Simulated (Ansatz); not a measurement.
**In4P4 wurtzite atom sphere (In₄P₄H₁₄): reading failed and doubtful runs**

Aim: try 2 inputs for In4P4 wurtzite atom sphere (In₄P₄H₁₄) as typed, read how each ends, and find what has to change.

Computed with Ansatz 0.2.0, Gaussian basis. Level: the settings change from run to run.

## Step 1: The molecule

An earlier PBE-D4/def2-SVP relaxation fixed the geometry. In takes a core potential in def2 sets; no spin-orbit term is included.

22 atoms, charge 0, spin multiplicity 1.

Atoms are counted from 1 here; the program's logs count them from 0.

Bond lengths: In1–P2 2.714 Å, In1–P4 2.602 Å, In1–H9 1.739 Å, In1–H10 1.739 Å, P2–In6 2.595 Å, P2–H11 1.432 Å, P2–H12 1.432 Å, In3–P4 2.602 Å, In3–P5 2.714 Å, In3–H13 1.739 Å, In3–H14 1.739 Å, P4–In7 2.602 Å, P4–H15 1.437 Å, P5–In6 2.595 Å, P5–H16 1.432 Å, P5–H17 1.432 Å, In6–P8 2.595 Å, In6–H18 1.735 Å and more. Angles: P2–In1–P4 94.9°, P2–In1–H9 102.2°, P2–In1–H10 102.2°, P4–In1–H9 111.0°, P4–In1–H10 111.0°, H9–In1–H10 128.7°, In1–P2–In6 124.8°, In1–P2–H11 111.4°, In1–P2–H12 111.5°, In6–P2–H11 104.3°, In6–P2–H12 104.3°, H11–P2–H12 96.8°, P4–In3–P5 94.9°, P4–In3–H13 111.0°, P4–In3–H14 111.0°, P5–In3–H13 102.1°, P5–In3–H14 102.2°, H13–In3–H14 128.7° and more.

## Step 2: Input 1

The input, in.yaml:

```yaml
crystal:
  periodic: [false, false, false]
  atoms:
    - {symbol: In, position_ang: [-2.218645, -1.273621, -1.511013]}
    - {symbol: P, position_ang: [-1.965634, -1.136675, 1.187698]}
    - {symbol: In, position_ang: [2.209356, -1.285455, -1.515601]}
    - {symbol: P, position_ang: [-0.001752, -0.004418, -2.004821]}
    - {symbol: P, position_ang: [1.971778, -1.133392, 1.183638]}
    - {symbol: In, position_ang: [0.003501, 0.006016, 2.433261]}
    - {symbol: In, position_ang: [0.003175, 2.552109, -1.521472]}
    - {symbol: P, position_ang: [0.000095, 2.277380, 1.178546]}
    - {symbol: H, position_ang: [-2.042345, -2.977526, -1.810305]}
    - {symbol: H, position_ang: [-3.597107, -0.254332, -1.802502]}
    - {symbol: H, position_ang: [-2.057585, -2.433492, 1.788284]}
    - {symbol: H, position_ang: [-3.137899, -0.584440, 1.797425]}
    - {symbol: H, position_ang: [2.018864, -2.989790, -1.803914]}
    - {symbol: H, position_ang: [3.593398, -0.278003, -1.821152]}
    - {symbol: H, position_ang: [-0.002966, -0.007472, -3.441464]}
    - {symbol: H, position_ang: [2.073510, -2.426423, 1.790774]}
    - {symbol: H, position_ang: [3.144638, -0.571943, 1.783722]}
    - {symbol: H, position_ang: [0.004877, 0.009395, 4.168009]}
    - {symbol: H, position_ang: [-1.563479, 3.244891, -1.820891]}
    - {symbol: H, position_ang: [1.572327, 3.239967, -1.819061]}
    - {symbol: H, position_ang: [-1.074853, 3.009611, 1.777902]}
    - {symbol: H, position_ang: [1.066728, 3.017600, 1.782940]}
basis:
  gaussian: {orbitals: def2-mTZVPP}
magnetization: {spin_polarized: true, initial_magnetization: 1}
hamiltonian: {xc: {name: CAM-B3LYP}, dispersion: d4, pseudopotentials: {relativity: none}}
```

Started as:

```console
$ ansatz run in.yaml --threads 2 --pin off --events-out ev --progress --plain --max-ram 32768MiB --backend cuda --devices 0, --max-vram 18GiB
```

Log:

```text
Error: a molecule whose nuclei and cores have a total charge of 158 cannot have a net charge of 0 together with 1 unpaired electrons
```

Run time: 0.05 s. Hardware: 1 × H100 (card shared with other runs) with 2 threads of AMD EPYC 7R13, shared host.

What is wrong: The program refused the input. The number of unpaired electrons doesn't fit the electron count. Cure: make charge and initial_magnetization agree: an even electron count takes an even number of unpaired electrons.

## Step 3: Input 2

The input, in.yaml:

```yaml
crystal:
  periodic: [false, false, false]
  atoms:
    - {symbol: In, position_ang: [-2.218645, -1.273621, -1.511013]}
    - {symbol: P, position_ang: [-1.965634, -1.136675, 1.187698]}
    - {symbol: In, position_ang: [2.209356, -1.285455, -1.515601]}
    - {symbol: P, position_ang: [-0.001752, -0.004418, -2.004821]}
    - {symbol: P, position_ang: [1.971778, -1.133392, 1.183638]}
    - {symbol: In, position_ang: [0.003501, 0.006016, 2.433261]}
    - {symbol: In, position_ang: [0.003175, 2.552109, -1.521472]}
    - {symbol: P, position_ang: [0.000095, 2.277380, 1.178546]}
    - {symbol: H, position_ang: [-2.042345, -2.977526, -1.810305]}
    - {symbol: H, position_ang: [-2.007585, -2.383492, 1.838284]}
    - {symbol: H, position_ang: [-2.057585, -2.433492, 1.788284]}
    - {symbol: H, position_ang: [-3.137899, -0.584440, 1.797425]}
    - {symbol: H, position_ang: [2.018864, -2.989790, -1.803914]}
    - {symbol: H, position_ang: [3.593398, -0.278003, -1.821152]}
    - {symbol: H, position_ang: [-0.002966, -0.007472, -3.441464]}
    - {symbol: H, position_ang: [2.073510, -2.426423, 1.790774]}
    - {symbol: H, position_ang: [3.144638, -0.571943, 1.783722]}
    - {symbol: H, position_ang: [0.004877, 0.009395, 4.168009]}
    - {symbol: H, position_ang: [-1.563479, 3.244891, -1.820891]}
    - {symbol: H, position_ang: [1.572327, 3.239967, -1.819061]}
    - {symbol: H, position_ang: [-1.074853, 3.009611, 1.777902]}
    - {symbol: H, position_ang: [1.066728, 3.017600, 1.782940]}
basis:
  gaussian: {orbitals: def2-TZVP, fitting: {mean_field: def2-universal-jkfit}, point_charges: [{charge: -1.00, position_ang: [7.254, 0.804, -0.385]}]}
hamiltonian: {xc: {name: HF}}
correlation: {method: rpa}
```

Same command.

Log (excerpt; [...] marks lines left out):

```text
Functional definition: HF
  name "HF"
  cite "Fock, Z. Phys. 61, 126 (1930) doi:10.1007/BF01340294"
  parent pbe
[...]
1636 factors; integrals over basis functions are off by at most 6.5e-1 eV
[...]
mean field -57778.09780741 eV, -2123.3059310211 hartree, gradient 2.8e-6 eV, S^2 0.000000; 1 other end points of the search recorded, 0 dependent functions left out; unrestricted orbitals would lower it
[...]
unrestricted determinant -57779.16084343 eV, -2123.3449968741 hartree, S^2 0.9663
36 core orbitals not correlated: weight in the atoms' cores, before any rotation towards them, 1.000 or more for the frozen orbitals, at most 0.000 for the correlated occupied ones
reference -57778.09780741 eV, -2123.3059310211 hartree; 43, 43 occupied and 353, 353 virtual orbitals, 1636 factors
Total energy: -57832.86372930 eV, -2125.3185415286 hartree
```

Run time: 17 s. Hardware: 1 × H100 (card shared with other runs) with 2 threads of AMD EPYC 7R13, shared host; peak host memory 1.9 GiB.

What is wrong: It ended without an error, which proves nothing about the input. One atom was put on top of another. The shortest distance is 0.09 Å (H10–H11), against 1.43 Å in the relaxed molecule. Its energy is no property of the relaxed molecule. Fix: restore the atom's position, and remove the point charge.

## Step 4: Summary

| input | level | ended | cause | time |
| --- | --- | --- | --- | --- |
| 1 | CAM-B3LYP/def2-mTZVPP | refused | the number of unpaired electrons doesn't fit the electron count | 0.05 s |
| 2 | RPA/def2-TZVP | converged | one atom was put on top of another | 17 s |

**Reading.** 1 refused, 1 converged. A refusal costs next to no computing time. The dangerous case is the input that converges on a wrong geometry, charge, spin, basis or grid: often only a look at the input shows it.
